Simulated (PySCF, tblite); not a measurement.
# C₇H₉O radical: geometry, infrared bands and EPR parameters

Aim: predict the infrared bands and EPR parameters of C₇H₉O radical (`O=CC12CC[C](C1)C2`).

Computed with tblite 0.8.0 and PySCF 2.14.0, with density-fitted response routines of our own, on a single molecule in the gas phase. Atoms count from 0, in the outputs and in this text.

## (1) Starting geometry

17 atoms, charge 0, multiplicity 2; geometry from: force field or distance geometry start.

Bonds of the start (Å): O0–C1 1.24, C1–C2 1.43, C2–C3 1.48, C3–C4 1.53, C4–C5 1.53, C5–C6 1.53, C5–C7 1.54, C6–C2 1.52, C7–C2 1.53, C1–H8 1.11, C3–H9 1.08, C3–H10 1.13, C4–H11 1.09, C4–H12 1.11, C6–H13 1.10, C6–H14 1.10, C7–H15 1.09, C7–H16 1.10.

## (2) Geometry optimisation with GFN2-xTB

The job: settings as JSON, then the geometry in Å.

```
{"job": {"kind": "relax", "xc": "GFN2-xTB", "basis": "xTB"}, "charge": 0, "multiplicity": 2}
O      2.383400    -0.512300    -1.445700
C      1.724600    -0.896500    -0.472000
C      0.499000    -0.252200    -0.117200
C     -0.800700    -0.963500    -0.086700
C     -1.720200     0.248500     0.024700
C     -0.683900     1.264700     0.498500
C      0.402000     0.472600     1.219400
C      0.284400     1.144100    -0.693800
H      2.091500    -1.739300     0.152600
H     -1.041800    -1.632500    -0.901700
H     -0.922400    -1.459500     0.923200
H     -2.549500     0.109600     0.722600
H     -2.035500     0.466800    -1.017900
H      0.040900    -0.142000     2.055800
H      1.350900     1.006800     1.374100
H      1.212100     1.714000    -0.584600
H     -0.241900     1.182700    -1.661100
```

Started as:

```bash
> OMP_NUM_THREADS=1 python probes_run.py task.json out
```

This one command runs all jobs of the session in turn.

**Question.** This job is followed by: GFN2-xTB harmonic vibrations, gas phase; UKS B3LYP, pcH-1 on C H O, non-relativistic, mean-field spin-orbit, GIAO. What will the session give for the following? strongest single infrared mode (GFN2-xTB); zero-point energy (GFN2-xTB); g(iso) (B3LYP); ⟨S²⟩; largest a(iso) (averaged by class); surface potential, 1st and 99th percentile.

As calculated:

```
                                 quantity                  value
strongest single infrared mode (GFN2-xTB)  1759 cm⁻¹, 544 km/mol
             zero-point energy (GFN2-xTB)          88.0 kcal/mol
                           g(iso) (B3LYP)                2.00261
                                     ⟨S²⟩     0.753 (exact 0.75)
       largest a(iso) (averaged by class)   13C on C5, 316.5 MHz
    surface potential, 1st and 99th percentile     -1.58 V and 0.97 V
```

What this shows: The optimisation took 78 steps and gained 0.971 eV; among the close pairs (by a distance rule), C2–C3 changed most, from 1.482 to 1.540 Å. No mode is imaginary among the 45: a minimum at this level. The strongest single mode, at 1759 cm⁻¹, moves mainly C1 and O0. GFN2-xTB is a fitted tight-binding method: band positions and strengths are rough. Its intensities can rank the bands wrongly. Most of the unpaired spin sits on C5 (0.90 e). The isotropic g lies 0.3 ppt above the free-electron value.
